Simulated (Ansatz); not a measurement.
Born–Oppenheimer molecular dynamics of a periodic cell of 28 atoms, CsP2H3N (host CsP2H3N, host structure P2_1/c). It goes on from the last frame of an earlier run, with new velocities.

These are results of DFT PBEsol, scalar-relativistic, plane waves, PAW in Ansatz 0.2.0, not measurements. Settings: accuracy low, cutoff 250 eV, k mesh 2x1x2, fermi-dirac smearing 0.05 eV, no spin polarisation.

```
ensemble        : NVT, Langevin thermostat
time step       : 0.75 fs
steps asked     : 200
set temperature : 910 K
friction        : 0.005 /fs
seed            : 291437
```

First frame:

```xyz
28
Lattice="6.8367 0.0000 0.0000 0.0000 12.8306 0.0000 -1.8924 0.0000 6.5222" Properties=species:S:1:pos:R:3
Cs 3.527 11.246 5.648
Cs 0.488 4.760 4.356
Cs 1.487 1.733 1.105
Cs 4.425 7.928 1.973
H 0.777 8.472 5.152
H 3.180 2.402 5.214
H 3.311 4.328 1.552
H 2.032 10.770 1.341
H 1.601 8.172 4.014
H 2.525 1.940 6.386
H 3.199 4.442 3.100
H 2.570 10.661 -0.032
H 0.567 9.792 3.925
H 3.251 2.842 6.452
H 4.105 2.763 2.710
H 1.373 9.078 0.769
P 0.318 12.598 4.201
P 3.891 6.144 5.577
P 4.795 0.166 2.165
P 1.030 6.644 0.977
P -1.603 7.696 5.875
P 5.702 1.352 3.722
P 6.580 4.885 0.533
P -0.619 11.454 2.594
N 1.415 8.864 4.619
N 2.550 2.746 5.715
N 2.887 3.863 2.324
N 2.629 10.260 0.910
```

(1) What does the run give?

(2) What happens to the structure?

(3) How do temperature and energy run in time?

Results:

(1) The run went to its last step.

| Item | Value |
| --- | --- |
| steps done | 200 |
| time covered | 150 fs |
| mean temperature over the second half | 1351 K |
| spread of the potential energy over the second half | 31.3 meV per atom |
| mean potential energy of the second half above the start | -165.5 meV per atom |

The mean temperature of the second half is 48 % above the set value. A run of 0.15 ps of so small a system gives no equilibrium averages. The plane-wave cutoff is below what these datasets need, so energies and pressures aren't converged. Limits of this set-up: low accuracy level.

(2) Mean squared displacements from the first frame to the last, about the centre of mass: Cs 0.33 Å², H 2.62 Å², P 0.13 Å², N 0.88 Å². This is one draw of velocities; another would differ in detail.

(3) 
| time (fs) | T (K) | potential energy less start (eV) |
| --- | --- | --- |
| 0.0 | 878 | 0.000 |
| 7.5 | 1821 | -3.980 |
| 15.0 | 1271 | -1.665 |
| 22.5 | 1945 | -4.475 |
| 30.0 | 1317 | -2.393 |
| 37.5 | 2057 | -5.001 |
| 45.0 | 1880 | -4.267 |
| 52.5 | 1631 | -3.575 |
| 60.0 | 1252 | -2.428 |
| 67.5 | 1826 | -4.433 |
| 75.0 | 1407 | -3.720 |
| 82.5 | 1554 | -4.852 |
| 90.0 | 1291 | -3.876 |
| 97.5 | 1527 | -4.756 |
| 105.0 | 1194 | -3.735 |
| 112.5 | 1356 | -4.798 |
| 120.0 | 1511 | -5.510 |
| 127.5 | 807 | -2.795 |
| 135.0 | 1511 | -5.928 |
| 142.5 | 1370 | -5.279 |
| 150.0 | 955 | -4.022 |

Run time: 18 min on 1 thread of Arm Neoverse V1 (shared host), peak memory 0.6 GiB.
